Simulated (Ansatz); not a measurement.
CH₄GeO, SMILES O=[CH][GeH3], a rigid scan of one bond length

Run with the Ansatz DFT code, driven from Python.

The script, `run_scan.py`:
```python
"""Potential curve of CH4GeO along one bond."""

import ansatz
import numpy as np

BASIS = "def2-SVP"
FUNCTIONAL = "pbe0"

geometry_ang = [
    ("O", (-0.0885, -1.8048, 1.0555)),
    ("C", (-0.4608, -1.0669, 0.0939)),
    ("Ge", (0.2436, 0.7018, -0.106)),
    ("H", (-1.0817, -1.4308, -0.647)),
    ("H", (-0.29, 1.3544, -1.3912)),
    ("H", (-0.1082, 1.5678, 1.1432)),
    ("H", (1.8468, 0.6104, -0.194)),
]
geometry = ansatz.Crystal.molecule()
for symbol, xyz in geometry_ang:
    geometry = geometry.atom(symbol, xyz)

symbols = [site.symbol for site in geometry.cartesian_sites]
start = np.array([site.position_ang for site in geometry.cartesian_sites])
axis = (start[5] - start[2]) / np.linalg.norm(start[5] - start[2])
moving = [5]
lengths, energies = [1.33, 1.44, 1.56, 1.72, 1.95, 2.34, 2.81, 3.43], []
for length in lengths:
    xyz = start.copy()
    xyz[moving] += (length - np.linalg.norm(start[5] - start[2])) * axis
    point = ansatz.Crystal.molecule()
    for symbol, place in zip(symbols, xyz):
        point = point.atom(symbol, place.tolist())
    setup = point.calculation().basis(gaussian=BASIS).functional(FUNCTIONAL)
    rep = setup.run(threads=1).report
    energies.append(rep["free_energy_ev"])
    print(f"r = {length:6.3f} A  E = {energies[-1]:.5f} eV  <S^2> = {abs(rep['mean_field']['state']['spin_squared']):.3f}")

print("energy above the lowest point (eV):", [round(e - min(energies), 3) for e in energies])
```

```console
$ python run_scan.py
r =  1.330 A  E = -59645.24556 eV  <S^2> = 0.000
r =  1.440 A  E = -59645.65563 eV  <S^2> = 0.000
r =  1.560 A  E = -59645.74263 eV  <S^2> = 0.000
r =  1.720 A  E = -59645.52013 eV  <S^2> = 0.000
r =  1.950 A  E = -59644.88698 eV  <S^2> = 0.000
r =  2.340 A  E = -59643.64763 eV  <S^2> = 0.000
r =  2.810 A  E = -59642.38916 eV  <S^2> = 0.000
r =  3.430 A  E = -59641.27332 eV  <S^2> = 0.000
energy above the lowest point (eV): [0.497, 0.087, 0.0, 0.222, 0.856, 2.095, 3.353, 4.469]
```

Notes:
- Total energies depend on the basis set; only differences at equal settings carry meaning.
- The rest of the molecule is held rigid at a force-field or estimated start geometry, and the basis set is modest; single-reference methods fail as a bond breaks.
- The orbitals are restricted, so S² is zero by construction.
- Toward dissociation an unrestricted state can lie under the restricted one, by tenths of an eV for polar bonds under a functional and by 1 to 2 eV or more for others.
- Finished in 17 s on 1 thread of Arm Neoverse V1, on a shared host, peak memory 0.22 GiB.
